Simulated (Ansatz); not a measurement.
NbTe under changes of volume

One of the cells (21.934 Å³/atom); the others are scaled copies at fixed shape and fractional positions:

```
CELL_PARAMETERS angstrom
3.70297 0.00000 0.00000
-1.85149 3.20687 0.00000
0.00000 0.00000 3.69421
ATOMIC_POSITIONS crystal
Te 0.66667 0.33333 0.00000
Nb 0.00000 0.00000 0.50000
```

The cell comes from a database or a generator and needn't be the stable form of this composition.

```yaml
Program: Ansatz 0.2.0
Functional: PBE
Potentials_or_basis: all-electron LAPW, scalar-relativistic
Cutoff: 252 eV (chosen from the basis error)
Basis_error_allowed: 0.0005 eV/atom
k_mesh: 8 × 8 × 7
Occupations: fermi-dirac, width 0.05 eV
Spin: no spin polarisation
```

```tsv
volume (Å³/atom)	energy over the lowest point (meV/atom)	pressure (GPa)
20.618	?	?
21.057	10.45	4.7
21.496	1.57	1.9
21.934	0.00	-0.6
22.373	4.94	-2.9
22.812	15.69	-4.9
23.250	31.62	-6.7
```

Problem. What does the run at 20.618 Å³/atom give?

Solution. Energy over the lowest point 27.49 meV/atom; pressure 7.9 GPa.

Worked out: A Birch-Murnaghan fit of order 3 (a polynomial in V^(-2/3)) to the other rows has its minimum at 21.81 Å³/atom with B0 = V·E''(V) = 122 GPa and B' = 4.6 at fixed shape and positions, which overstates the stiffness. It gives 27.51 meV/atom at 20.618 Å³/atom, against the run's 27.49, and -dE/dV = 7.8 GPa, against 7.9.

Energies are extrapolated to zero smearing.
